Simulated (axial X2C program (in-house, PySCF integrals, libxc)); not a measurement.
# SeB⁻: properties at the nuclei

Aim: properties at the nuclei of SeB⁻, with spin–orbit coupling in the Hamiltonian from the start.

Program: an in-house X2C program for linear molecules on PySCF integrals. Level of theory: two-component X2C with atomic mean-field terms, Se dyall-acv3z, B dyall-av3z. These are calculated values, not measurements.

### 1 The job

The input, task.json:

```json
{"zs": [34, 5], "q": -1, "bas": ["dyall-acv3z", "dyall-av3z"], "r0": 1.85, "levels": ["PBE0", "HF", "B3LYP", "BHandHLYP", "TPSSh"], "nst": 3}
```

Keys: zs atomic numbers; q charge; bas basis sets; r0 starting distance in Å; levels methods (HF also brings MP2); nst determinants followed.

On the command line:

```
$ python soeom.py task.json out
```

Nuclei are Gaussian, cores are contracted, and the Gaunt term is on.

### 2 Expectation values, lowest determinant

R = 1.828 Å. State: Ω = 0 (closed shell).

Output of the PBE0 run:

```text
two-component X2C + atomic mean field  PBE0
basis functions 176  fitting functions 968  grid points 5076
iter        total energy     max residual
   1      -2450.380466673     3.53e+00
   2      -2453.653179448     2.97e-02
   3      -2453.646359539     3.86e-02
   4      -2453.684266284     4.72e-03
   5      -2453.684415371     4.72e-03
   6      -2453.685044824     5.82e-04
   7      -2453.685056186     1.20e-04
   8      -2453.685056461     2.22e-05
   9      -2453.685056476     2.68e-06
  10      -2453.685056476     2.32e-07
converged
one-electron -3518.11529064  Coulomb 1108.57815300  exact exchange -22.69759988  xc functional -69.76654422  nuclear repulsion 49.21232268  atomic mean-field constant -0.89609741
```

The highest occupied spinor is 43% B p, 29% B s, 14% Se p.

```csv
level,qzz Se (a.u.),qzz B (a.u.)
PBE0,-0.51,-0.45
HF,-0.33,-0.52
B3LYP,-0.45,-0.47
BHandHLYP,-0.38,-0.50
TPSSh,-0.44,-0.45
```

Eeff is the effective electric field on the electron dipole moment in this Ω state and Ws the scalar–pseudoscalar constant (defined with the proton number Z and per Ω); A∥ is the parallel hyperfine constant, which follows by multiplying with the nuclear g factor gI = μI/(I μN); qzz is the electric field gradient, eQq0 = 234.96 MHz × Q/barn × qzz. The operators were transformed with the bare-nucleus X2C matrices.

### 3 Expectation values, a higher determinant

R = 1.828 Å. State: Ω = 2 (excess of +ω over −ω: ω = 1/2, ω = 3/2), 2.19 eV above the lowest in the PBE0 search for states (made at or near this distance, with looser thresholds).

Output of the PBE0 run:

```text
two-component X2C + atomic mean field  PBE0
basis functions 176  fitting functions 968  grid points 5076
iter        total energy     max residual
   1      -2450.531360271     3.51e+00
   2      -2453.568648662     3.15e-02
   3      -2453.519385716     4.54e-02
   4      -2453.604061707     1.87e-03
   5      -2453.604200786     2.11e-03
   6      -2453.604296327     1.13e-03
   7      -2453.604327150     1.47e-04
   8      -2453.604329055     1.09e-04
   9      -2453.604329673     3.47e-05
  10      -2453.604329802     1.18e-05
  11      -2453.604329818     3.77e-06
  12      -2453.604329819     1.70e-06
converged
one-electron -3517.52361384  Coulomb 1108.06389630  exact exchange -22.70035283  xc functional -69.76048472  nuclear repulsion 49.21232268  atomic mean-field constant -0.89609741
```

The highest occupied spinor is 48% B p, 17% Se p, 15% Se d.

```csv
level,Eeff magnitude (GV/cm),Ws magnitude Se (kHz),A∥/gI Se (MHz),qzz Se (a.u.),A∥/gI B (MHz),qzz B (a.u.)
PBE0,0.688,0.154,131,2.08,122,-0.08
HF,0.616,0.137,126,1.85,143,-0.13
B3LYP,0.625,0.139,124,2.22,125,-0.10
BHandHLYP,0.702,0.157,119,2.28,130,-0.09
TPSSh,0.647,0.143,136,2.18,121,-0.09
```

### 4 Results

| quantity | value |
| --- | --- |
| lowest determinant | Ω = 0 (closed shell) |
| qzz Se (a.u.), PBE0 | -0.51 |
| qzz B (a.u.), PBE0 | -0.45 |
| higher determinant | Ω = 2 (excess of +ω over −ω: ω = 1/2, ω = 3/2) |
| Eeff magnitude (GV/cm), PBE0, higher determinant | 0.688 |
| Ws magnitude Se (kHz), PBE0, higher determinant | 0.154 |
| A∥/gI Se (MHz), PBE0, higher determinant | 131 |
| qzz Se (a.u.), PBE0, higher determinant | 2.08 |

In words: The expectation values come from single determinants, which for open shells can mix terms of unlike spin or miss the lowest Ω, so a determinant need not be a state. Eeff is the effective electric field on the electron dipole moment in this Ω state and Ws the scalar–pseudoscalar constant (defined with the proton number Z and per Ω); A∥ is the parallel hyperfine constant, which follows by multiplying with the nuclear g factor gI = μI/(I μN); qzz is the electric field gradient, eQq0 = 234.96 MHz × Q/barn × qzz. The operators were transformed with the bare-nucleus X2C matrices.
